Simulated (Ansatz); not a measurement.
**C2H6FInO2: one species, many methods**

One table from this session's results is given with a row withheld; the runs are named, their logs left out.

Method: functionals in def2-TZVPP, the program's frozen cores in correlated methods; program: Ansatz 0.2.0, Gaussian basis.

The runs, in order: LDA (SPW92), PBE-D4, revPBE-D4, BLYP-D4, r2SCAN-D4, B97M-V, PBE0-D4, B3LYP-D4, r2SCANh-D4, r2SCAN0-D4, HSE06-D4, BHLYP-D4, CAM-B3LYP-D4, LC-ωPBE, ωB97X-V, ωB97M-V, B2PLYP, PBE-QIDH; CCSD(T)/def2-SVP; MP2/def2-TZVPP; MP2/def2-QZVPP; RPA on PBE.

### The relaxed structure

An earlier PBE0-D4 in a triple-zeta def2 set relaxation fixed the geometry. In takes the def2 core potential; no spin-orbit term is included.

12 atoms, charge 0, spin multiplicity 1.

Atoms are counted from 1 here; the program's logs count them from 0.

Bond lengths: C1–O2 1.411 Å, C1–H7 1.096 Å, C1–H8 1.094 Å, C1–H9 1.096 Å, O2–In3 1.965 Å, In3–F4 1.943 Å, In3–O5 1.958 Å, O5–C6 1.411 Å, C6–H10 1.094 Å, C6–H11 1.097 Å, C6–H12 1.097 Å. Angles: O2–C1–H7 113.3°, O2–C1–H8 107.8°, O2–C1–H9 111.7°, H7–C1–H8 108.0°, H7–C1–H9 107.9°, H8–C1–H9 108.0°, C1–O2–In3 121.6°, O2–In3–F4 115.6°, O2–In3–O5 126.9°, F4–In3–O5 117.5°, In3–O5–C6 121.7°, O5–C6–H10 107.5°, O5–C6–H11 112.7°, O5–C6–H12 112.7°, H10–C6–H11 107.8°, H10–C6–H12 107.8°, H11–C6–H12 108.0°.

Set-up of the first run:

File in.yaml:

```yaml
crystal:
  periodic: [false, false, false]
  atoms:
    - {symbol: C, position_ang: [0.065717, -2.599911, 0.307271]}
    - {symbol: O, position_ang: [0.416677, -1.234635, 0.241951]}
    - {symbol: In, position_ang: [-0.850261, 0.125777, -0.396176]}
    - {symbol: F, position_ang: [-2.543108, -0.552398, -1.065419]}
    - {symbol: O, position_ang: [-0.563900, 2.061288, -0.456700]}
    - {symbol: C, position_ang: [0.634191, 2.648578, 0.001810]}
    - {symbol: H, position_ang: [-0.501514, -2.944113, -0.565014]}
    - {symbol: H, position_ang: [0.991423, -3.181596, 0.358649]}
    - {symbol: H, position_ang: [-0.525230, -2.824301, 1.203132]}
    - {symbol: H, position_ang: [0.545571, 3.729836, -0.139564]}
    - {symbol: H, position_ang: [0.816378, 2.463438, 1.067262]}
    - {symbol: H, position_ang: [1.514055, 2.308027, -0.557192]}
basis:
  gaussian: {orbitals: def2-TZVPP}
hamiltonian: {xc: lda}
output: {orbitals: {seedname: orbitals}}
```

On the command line:

```
> ansatz run in.yaml --threads 4 --pin off --events-out ev --progress --plain --max-ram 11315MiB
```

Among the steps run: LDA; PBE-D4 (GGA); revPBE-D4 (GGA); BLYP-D4 (GGA); r2SCAN-D4 (meta-GGA); B97M-V (meta-GGA); PBE0-D4 (hybrid); B3LYP-D4 (hybrid); r2SCANh-D4 (hybrid); r2SCAN0-D4 (hybrid); HSE06-D4 (hybrid); BHLYP-D4 (hybrid); CAM-B3LYP-D4 (range-separated); LC-ωPBE (range-separated); ωB97X-V (range-separated); ωB97M-V (range-separated); B2PLYP (double hybrid); PBE-QIDH (double hybrid).

One of the session's tables, all rows but one given; the rest of the session is left out.

It belongs to the step «Orbital energies across the functionals». 

| functional | HOMO (eV) | LUMO (eV) | gap (eV) |
| --- | --- | --- | --- |
| LDA (SPW92) | -6.57 | -3.51 | 3.07 |
| PBE-D4 | -6.39 | -3.17 | 3.23 |
| revPBE-D4 | -6.32 | -3.02 | 3.31 |
| BLYP-D4 | -6.32 | -3.14 | 3.18 |
| r2SCAN-D4 | -6.71 | -2.96 | 3.75 |
| B97M-V | -6.82 | -3.10 | 3.72 |
| PBE0-D4 | -7.96 | -2.25 | 5.71 |
| B3LYP-D4 | -7.73 | -2.60 | 5.14 |
| r2SCANh-D4 | -7.30 | -2.63 | 4.68 |
| r2SCAN0-D4 | -8.19 | -2.13 | 6.07 |
| HSE06-D4 | -7.55 | -2.62 | 4.93 |
| BHLYP-D4 | -9.50 | -1.40 | 8.10 |
| CAM-B3LYP-D4 | -9.43 | -1.31 | 8.13 |
| LC-ωPBE | -10.74 | 0.10 | 10.85 |
| ωB97X-V | -10.42 | -0.13 | 10.30 |
| ωB97M-V | ? | ? | ? |

Estimate the missing values for ωB97M-V.

As computed: HOMO (eV): -10.37; LUMO (eV): -0.32; gap (eV): 10.05. In the column «HOMO (eV)» it lies between ωB97X-V (-10.42) and BHLYP-D4 (-9.50).
